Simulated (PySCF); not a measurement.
# C5H9B: a tour of settings

Which settings matter for C5H9B (`C#CBCCC`), and how do bad ones show?

Computed with PySCF 2.14.0, with density-fitted response routines of our own, on a single molecule, in the gas phase or a continuum. Atoms are numbered from 0 throughout.

## 1. Starting geometry

15 atoms, charge 0, multiplicity 1; geometry from: GFN2-xTB.

Bonds of the start (Å): C0–C1 1.21, C1–B2 1.50, B2–C3 1.58, C3–C4 1.53, C4–C5 1.52, C0–H6 1.05, B2–H7 1.17, C3–H8 1.10, C3–H9 1.10, C4–H10 1.09, C4–H11 1.09, C5–H12 1.09, C5–H13 1.09, C5–H14 1.09.

## 2. Shielding tensors: PBE0/Sadlej pVTZ

What the job is given:

```
{"job": {"kind": "nmr", "xc": "PBE0", "basis": "Sadlej pVTZ", "pop": false, "scf": {"level_shift": 2.0, "max_cycle": 87}}, "charge": 0, "multiplicity": 1}
C      3.212833    -0.113687     0.557316
C      2.336763    -0.392174    -0.223837
B      1.262188    -0.738969    -1.214236
C     -0.264102    -0.517980    -0.889380
C     -0.622792    -0.093373     0.535891
C     -2.124381     0.111804     0.704542
H      3.976474     0.129708     1.239301
H      1.572810    -1.167699    -2.261506
H     -0.640310     0.241833    -1.584871
H     -0.825648    -1.424053    -1.140203
H     -0.280053    -0.857098     1.237402
H     -0.100168     0.833690     0.781023
H     -2.364710     0.389255     1.728739
H     -2.665794    -0.801496     0.462981
H     -2.477525     0.902572     0.044927
```

Level: PBE0/Sadlej pVTZ.

The run is started by

```bash
> OMP_NUM_THREADS=1 python probes_run.py task.json out
```

This one command runs all jobs of the session in turn.

Output:

```text
KeyError: 'Element b (Z=5) not found in basis Sadlej pVTZ version 1'
```

Run time: 0.02 s. Hardware: 1 thread of Arm Neoverse V1, shared host.

**What went wrong.** The basis Sadlej pVTZ has no functions for an element of the molecule, so the input was refused before any integral. Cure: choose a basis that covers all elements.

## 3. Shielding tensors: wB97X-D/pcSseg-1

The job, as its differences from that of step 2:

```diff
@@ -1,2 +1,2 @@
-{"job": {"kind": "nmr", "xc": "PBE0", "basis": "Sadlej pVTZ", "pop": false, "scf": {"level_shift": 2.0, "max_cycle": 87}}, "charge": 0, "multiplicity": 1}
+{"job": {"kind": "nmr", "xc": "wB97X-D", "basis": "pcSseg-1", "pop": true, "scf": {"guess": "atom"}}, "charge": 0, "multiplicity": 1}
 C      3.212833    -0.113687     0.557316
```

With the program's defaults for keys left out, this is: GIAO wB97X-D/pcSseg-1 NMR shielding, non-relativistic, gas phase.

Output:

```text
final grid: 115600 points
cycle   1  E = -220.4048185923  dE =  1.774e+00  |g| = 9.353e-01  |ddm| = 3.547e+00
cycle   2  E = -220.4938156222  dE = -8.900e-02  |g| = 7.292e-01  |ddm| = 1.320e+00
cycle   3  E = -220.6259191577  dE = -1.321e-01  |g| = 1.312e-01  |ddm| = 6.259e-01
cycle   4  E = -220.6295350803  dE = -3.616e-03  |g| = 5.296e-02  |ddm| = 1.055e-01
cycle   5  E = -220.6302228431  dE = -6.878e-04  |g| = 1.106e-02  |ddm| = 5.498e-02
cycle   6  E = -220.6302578983  dE = -3.506e-05  |g| = 2.214e-03  |ddm| = 1.472e-02
cycle   7  E = -220.6302599319  dE = -2.034e-06  |g| = 6.334e-04  |ddm| = 3.585e-03
cycle   8  E = -220.6302602640  dE = -3.321e-07  |g| = 2.289e-04  |ddm| = 1.450e-03
cycle   9  E = -220.6302603263  dE = -6.225e-08  |g| = 9.309e-05  |ddm| = 5.693e-04
cycle  10  E = -220.6302603345  dE = -8.211e-09  |g| = 3.040e-05  |ddm| = 2.160e-04
cycle  11  E = -220.6302603355  dE = -9.662e-10  |g| = 1.109e-05  |ddm| = 7.872e-05
converged SCF energy = -220.6302603355

GIAO shielding tensors (ppm)
atom      isotropic    diamagn.    paramagn.     s11        s22        s33       span
  0 C       50.139     261.821    -211.683      1.038     21.118    128.261    127.222
  1 C       91.768     255.466    -163.698    -18.353     -8.769    302.426    320.778
  2 B       31.145     191.307    -160.163    -47.033     14.838    125.629    172.661
  3 C      150.763     252.271    -101.507    117.433    162.855    172.002     54.569
  4 C      163.810     248.001     -84.191    154.253    164.978    172.198     17.945
  5 C      167.343     246.077     -78.734    153.889    161.665    186.474     32.585
  6 H       27.049      33.128      -6.080     24.749     25.462     30.934      6.185
  7 H       25.006      27.909      -2.903     21.483     26.046     27.490      6.007
  8 H       30.728      31.801      -1.073     26.853     29.634     35.695      8.842
  9 H       30.344      31.431      -1.087     26.297     29.508     35.227      8.930
 10 H       30.271      33.019      -2.748     25.455     29.982     35.375      9.920
 11 H       30.046      33.705      -3.659     24.933     29.836     35.368     10.435
 12 H       30.499      29.072       1.427     25.729     28.090     37.677     11.949
 13 H       30.929      29.644       1.285     27.117     28.944     36.726      9.609
 14 H       30.909      30.028       0.881     27.261     28.813     36.653      9.392
```

Wall time 22 s (1 thread of Arm Neoverse V1, shared host); peak memory 0.78 GiB.

Shifts follow as δ = σ(reference) − σ, with reference shieldings (ppm) from runs at the same level and on the same kind of geometry: ¹H TMS 31.83, ¹³C TMS 187.1, ¹¹B BF3·OEt2 100.9. The references are single molecules in the gas phase. Atoms listed in one row are averaged.

| atoms | environment | σ (ppm) | δ (ppm) |
| --- | --- | --- | --- |
| C0 | terminal alkyne carbon | 50.1 | 136.9 |
| C1 | alkyne carbon | 91.8 | 95.3 |
| C3 | sp3 CH2 bonded to B | 150.8 | 36.3 |
| C4 | sp3 CH2 | 163.8 | 23.3 |
| C5 | methyl carbon | 167.3 | 19.7 |
| H7 | hydrogen on a boron bonded to 2 C | 25.01 | 6.83 |
| H6 | hydrogen on a terminal alkyne carbon | 27.05 | 4.78 |
| H10, H11 | hydrogen on an sp3 CH2 | 30.16 | 1.67 |
| H8, H9 | hydrogen on an sp3 CH2 bonded to B | 30.54 | 1.30 |
| H12, H13, H14 | hydrogen on a methyl carbon | 30.78 | 1.05 |
| B2 | boron bonded to 2 C, H | 31.1 | 69.7 |

Charges from the same density, by scheme (e):

| atoms | Mulliken | IAO | Hirshfeld | ESP fit |
| --- | --- | --- | --- | --- |
| C0 | -0.19 | -0.17 | -0.07 | -0.33 |
| C1 | -0.08 | -0.14 | -0.11 | -0.22 |
| B2 | 0.37 | 0.17 | 0.19 | 0.49 |
| C3 | -0.45 | -0.40 | -0.13 | -0.25 |
| C4 | -0.25 | -0.23 | -0.07 | 0.42 |
| C5 | -0.23 | -0.41 | -0.12 | -0.44 |

Mayer bond orders: C0–C1 2.52, C1–B2 1.07, B2–C3 0.99, C3–C4 1.03, C4–C5 1.06.

## 4. Shielding tensors: mPW1PW91/pcSseg-1

The job, as its differences from that of step 3:

```diff
@@ -1,2 +1,2 @@
-{"job": {"kind": "nmr", "xc": "wB97X-D", "basis": "pcSseg-1", "pop": true, "scf": {"guess": "atom"}}, "charge": 0, "multiplicity": 1}
+{"job": {"kind": "nmr", "xc": "mPW1PW91", "basis": "pcSseg-1", "pop": true, "scf": {"damp": 2.0, "max_cycle": 53}}, "charge": 0, "multiplicity": 1}
 C      3.212833    -0.113687     0.557316
```

Level: GIAO mPW1PW91/pcSseg-1 NMR shielding, non-relativistic, gas phase.

Output:

```text
damping 2.00 in the first 6 cycles
final grid: 115600 points
cycle   1  E = -220.5928553997  dE =  4.654e-01  |g| = 4.531e-01  |ddm| = 3.294e+00
cycle   2  E = -220.0469190207  dE =  5.459e-01  |g| = 1.513e+00  |ddm| = 9.424e-01
cycle   3  E = -213.3070888811  dE =  6.740e+00  |g| = 5.441e+00  |ddm| = 3.926e+00
cycle   4  E = -177.3711841013  dE =  3.594e+01  |g| = 1.274e+01  |ddm| = 8.056e+00
cycle   5  E = -132.6260879613  dE =  4.475e+01  |g| = 1.687e+01  |ddm| = 1.032e+01
cycle   6  E = -135.8850685576  dE = -3.259e+00  |g| = 1.072e+01  |ddm| = 1.783e+02
cycle   7  E = -137.0584606298  dE = -1.173e+00  |g| = 1.403e+01  |ddm| = 1.801e+02
cycle   8  E = -205.7824780925  dE = -6.872e+01  |g| = 5.910e+00  |ddm| = 1.375e+01
cycle   9  E = -211.3429374825  dE = -5.560e+00  |g| = 5.005e+00  |ddm| = 1.697e+01
cycle  10  E = -207.2678893791  dE =  4.075e+00  |g| = 4.485e+00  |ddm| = 2.116e+01
cycle  11  E = -220.1537347031  dE = -1.289e+01  |g| = 1.287e+00  |ddm| = 1.650e+01
cycle  12  E = -220.5639802854  dE = -4.102e-01  |g| = 5.070e-01  |ddm| = 1.306e+00
cycle  13  E = -220.5956477325  dE = -3.167e-02  |g| = 4.496e-01  |ddm| = 8.252e-01
cycle  14  E = -220.6478577982  dE = -5.221e-02  |g| = 9.404e-02  |ddm| = 3.948e-01
cycle  15  E = -220.6500960111  dE = -2.238e-03  |g| = 1.694e-02  |ddm| = 9.887e-02
cycle  16  E = -220.6501782603  dE = -8.225e-05  |g| = 4.673e-03  |ddm| = 1.953e-02
cycle  17  E = -220.6501838062  dE = -5.546e-06  |g| = 1.231e-03  |ddm| = 5.302e-03
cycle  18  E = -220.6501840998  dE = -2.936e-07  |g| = 5.903e-04  |ddm| = 1.787e-03
cycle  19  E = -220.6501841950  dE = -9.514e-08  |g| = 7.338e-05  |ddm| = 5.334e-04
cycle  20  E = -220.6501841963  dE = -1.385e-09  |g| = 1.311e-05  |ddm| = 8.633e-05
cycle  21  E = -220.6501841964  dE = -5.559e-11  |g| = 4.806e-06  |ddm| = 2.263e-05
converged SCF energy = -220.6501841964

GIAO shielding tensors (ppm)
atom      isotropic    diamagn.    paramagn.     s11        s22        s33       span
  0 C       48.530     261.305    -212.775      2.504     22.109    120.977    118.473
  1 C       87.978     255.187    -167.209    -18.971    -12.073    294.979    313.950
  2 B       27.885     191.359    -163.475    -52.699     11.660    124.692    177.392
  3 C      147.475     252.265    -104.790    112.088    160.903    169.434     57.346
  4 C      162.250     248.267     -86.017    152.701    163.471    170.577     17.876
  5 C      166.318     246.286     -79.968    152.728    160.524    185.701     32.973
  6 H       26.848      33.476      -6.628     24.699     25.457     30.387      5.688
  7 H       24.778      27.626      -2.848     21.038     25.969     27.328      6.290
  8 H       30.592      31.630      -1.038     26.776     29.554     35.446      8.671
  9 H       30.192      31.263      -1.071     26.223     29.409     34.943      8.720
 10 H       30.159      32.941      -2.783     25.365     29.891     35.220      9.855
 11 H       29.929      33.593      -3.664     24.838     29.725     35.223     10.386
 12 H       30.423      29.045       1.378     25.681     28.038     37.551     11.870
 13 H       30.881      29.581       1.300     27.126     28.887     36.631      9.505
 14 H       30.861      29.961       0.900     27.274     28.752     36.556      9.283
```

It took 24 s on 1 thread of Arm Neoverse V1, shared host; peak memory 0.78 GiB.

Despite a damping factor outside the range 0 to 1, the SCF converged in 21 cycles.

Key values: δ C0 137.5, C1 98.1, C3 38.6, C4 23.8, H7 6.99, H6 4.92 ppm.

## 5. NMR shieldings: HSE06/pcSseg-1 in chloroform

The job, as its differences from that of step 4:

```diff
@@ -1,2 +1,2 @@
-{"job": {"kind": "nmr", "xc": "mPW1PW91", "basis": "pcSseg-1", "pop": true, "scf": {"damp": 2.0, "max_cycle": 53}}, "charge": 0, "multiplicity": 1}
+{"job": {"kind": "nmr", "xc": "HSE06", "basis": "pcSseg-1", "solvent": "chloroform", "pop": false, "scf": {"aux": "def2-qzvpp-jkfit"}}, "charge": 0, "multiplicity": 1}
 C      3.212833    -0.113687     0.557316
```

Method: GIAO HSE06/pcSseg-1 NMR shielding, non-relativistic, IEF-PCM chloroform.

Output:

```text
final grid: 115600 points
cycle   1  E = -220.3809980961  dE =  4.263e-01  |g| = 4.704e-01  |ddm| = 3.302e+00
cycle   2  E = -220.3532504972  dE =  2.775e-02  |g| = 5.724e-01  |ddm| = 9.786e-01
cycle   3  E = -220.4373528777  dE = -8.410e-02  |g| = 1.513e-01  |ddm| = 5.675e-01
cycle   4  E = -220.4428776003  dE = -5.525e-03  |g| = 4.135e-02  |ddm| = 1.201e-01
cycle   5  E = -220.4433108251  dE = -4.332e-04  |g| = 9.944e-03  |ddm| = 3.683e-02
cycle   6  E = -220.4433371464  dE = -2.632e-05  |g| = 2.316e-03  |ddm| = 1.114e-02
cycle   7  E = -220.4433385782  dE = -1.432e-06  |g| = 4.321e-04  |ddm| = 2.260e-03
cycle   8  E = -220.4433386230  dE = -4.480e-08  |g| = 8.248e-05  |ddm| = 5.119e-04
cycle   9  E = -220.4433386245  dE = -1.547e-09  |g| = 3.260e-05  |ddm| = 9.282e-05
cycle  10  E = -220.4433386248  dE = -2.584e-10  |g| = 5.313e-06  |ddm| = 2.624e-05
converged SCF energy = -220.4433386248

GIAO shielding tensors (ppm)
atom      isotropic    diamagn.    paramagn.     s11        s22        s33       span
  0 C       46.966     261.081    -214.116     -0.698     19.019    122.576    123.274
  1 C       87.862     255.025    -167.163    -18.616    -11.569    293.772    312.388
  2 B       27.160     191.672    -164.512    -55.179     12.154    124.505    179.683
  3 C      147.073     252.082    -105.010    110.449    161.192    169.577     59.127
  4 C      162.502     248.198     -85.696    152.691    163.713    171.103     18.412
  5 C      167.213     246.440     -79.227    153.321    161.406    186.912     33.591
  6 H       26.499      33.056      -6.557     24.210     24.989     30.298      6.089
  7 H       24.710      27.760      -3.049     20.837     25.969     27.325      6.487
  8 H       30.412      31.376      -0.964     26.553     29.389     35.295      8.742
  9 H       30.025      31.041      -1.016     26.022     29.275     34.779      8.757
 10 H       30.097      32.856      -2.759     25.293     29.851     35.147      9.854
 11 H       29.891      33.528      -3.637     24.789     29.714     35.171     10.381
 12 H       30.375      28.999       1.376     25.576     27.993     37.556     11.980
 13 H       30.803      29.522       1.281     27.009     28.799     36.600      9.591
 14 H       30.779      29.901       0.877     27.157     28.660     36.519      9.362
```

It took 20 s on 1 thread of Arm Neoverse V1, shared host; peak memory 0.91 GiB.

Key values: δ C0 139.9, C1 99.0, C3 39.8, C4 24.4, H7 6.99, H6 5.20 ppm.

## 6. Nuclear shieldings: PBE/6-31G*

The job, as its differences from that of step 5:

```diff
@@ -1,2 +1,2 @@
-{"job": {"kind": "nmr", "xc": "HSE06", "basis": "pcSseg-1", "solvent": "chloroform", "pop": false, "scf": {"aux": "def2-qzvpp-jkfit"}}, "charge": 0, "multiplicity": 1}
+{"job": {"kind": "nmr", "xc": "PBE", "basis": "6-31G*", "pop": true, "scf": {"level_shift": 0.2}}, "charge": 0, "multiplicity": 1}
 C      3.212833    -0.113687     0.557316
```

Method: GIAO PBE/6-31G* NMR shielding, non-relativistic, gas phase.

Output:

```text
final grid: 115600 points
cycle   1  E = -220.3409041746  dE =  2.695e-01  |g| = 4.390e-01  |ddm| = 3.525e+00
cycle   2  E = -220.3552779557  dE = -1.437e-02  |g| = 4.052e-01  |ddm| = 8.285e-01
cycle   3  E = -220.3944732246  dE = -3.920e-02  |g| = 9.861e-02  |ddm| = 2.997e-01
cycle   4  E = -220.3970049302  dE = -2.532e-03  |g| = 2.178e-02  |ddm| = 1.004e-01
cycle   5  E = -220.3971279373  dE = -1.230e-04  |g| = 6.265e-03  |ddm| = 2.654e-02
cycle   6  E = -220.3971384576  dE = -1.052e-05  |g| = 1.286e-03  |ddm| = 7.280e-03
cycle   7  E = -220.3971388653  dE = -4.077e-07  |g| = 5.981e-04  |ddm| = 2.105e-03
cycle   8  E = -220.3971389481  dE = -8.286e-08  |g| = 1.826e-04  |ddm| = 6.103e-04
cycle   9  E = -220.3971389573  dE = -9.141e-09  |g| = 4.558e-05  |ddm| = 1.985e-04
cycle  10  E = -220.3971389579  dE = -6.617e-10  |g| = 1.081e-05  |ddm| = 5.806e-05
level shift removed, Fock matrix diagonalised once more
converged SCF energy = -220.3971389579

GIAO shielding tensors (ppm)
atom      isotropic    diamagn.    paramagn.     s11        s22        s33       span
  0 C       70.465     271.609    -201.144     34.518     51.766    125.109     90.591
  1 C      102.146     246.345    -144.199     14.954     16.944    274.541    259.587
  2 B       40.535     201.907    -161.373    -32.676     25.732    128.548    161.224
  3 C      154.257     246.541     -92.283    121.602    167.243    173.927     52.325
  4 C      168.535     245.636     -77.101    158.855    169.153    177.599     18.744
  5 C      173.426     247.508     -74.082    160.612    168.587    191.079     30.467
  6 H       27.614      31.297      -3.683     26.032     26.692     30.119      4.087
  7 H       24.994      28.517      -3.522     20.855     26.902     27.226      6.371
  8 H       30.768      30.527       0.241     27.029     30.112     35.162      8.132
  9 H       30.365      30.235       0.130     26.495     29.943     34.657      8.162
 10 H       30.329      32.387      -2.058     25.654     30.409     34.925      9.270
 11 H       30.113      32.876      -2.763     25.131     30.195     35.014      9.883
 12 H       31.040      29.896       1.144     26.631     29.082     37.406     10.776
 13 H       31.411      30.331       1.079     28.021     29.646     36.564      8.543
 14 H       31.397      30.547       0.850     28.180     29.503     36.508      8.328
```

Run time: 15 s. Hardware: 1 thread of Arm Neoverse V1, shared host; peak memory 0.53 GiB.

In short: δ C0 121.9, C1 90.2, C3 38.1, C4 23.8, H7 7.31, H6 4.69 ppm.

## 7. Comparing the runs: NMR shifts

Shifts (ppm) of some atoms, chosen among heavy atoms and hydrogens apart, with basis size and wall time:

| run | C0 | C1 | C3 | C4 | C5 | H7 | H6 | functions | time |
| --- | --- | --- | --- | --- | --- | --- | --- | --- | --- |
| wB97X-D/pcSseg-1 | 136.9 | 95.3 | 36.3 | 23.3 | 19.7 | 6.83 | 4.78 | 147 | 22 s |
| mPW1PW91/pcSseg-1 | 137.5 | 98.1 | 38.6 | 23.8 | 19.7 | 6.99 | 4.92 | 147 | 24 s |
| HSE06/pcSseg-1 in chloroform | 139.9 | 99.0 | 39.8 | 24.4 | 19.7 | 6.99 | 5.20 | 147 | 20 s |
| PBE/6-31G* | 121.9 | 90.2 | 38.1 | 23.8 | 18.9 | 7.31 | 4.69 | 102 | 15 s |

## 8. What came out

| quantity | value |
| --- | --- |
| ¹³C shifts against TMS (wB97X-D/pcSseg-1) | 136.9, 95.3, 36.3, 23.3, 19.7 ppm |
| ¹H shifts against TMS (wB97X-D/pcSseg-1, means over atoms taken as alike) | 6.83, 4.78, 1.67, 1.30, 1.05 ppm |
| ¹¹B shifts against BF3·OEt2 (wB97X-D/pcSseg-1) | 69.7 ppm |
| range of the shift of C0 | 121.9 to 139.9 ppm |
| property runs in this session | 5, of which 1 failed and 0 gave unsound results |

In words: Single values in the summary come from the first run of each kind that ended normally (wB97X-D/pcSseg-1), which need not be the best level. At wB97X-D/pcSseg-1: Shielding is most anisotropic at C1 (span 321 ppm, paramagnetic term -164 ppm). Among the atoms with a shift in every run: In ppm, C0 moves most: its shift spreads over 18.1 ppm, from 121.9 (PBE/6-31G*) to 139.9 (HSE06/pcSseg-1 in chloroform).
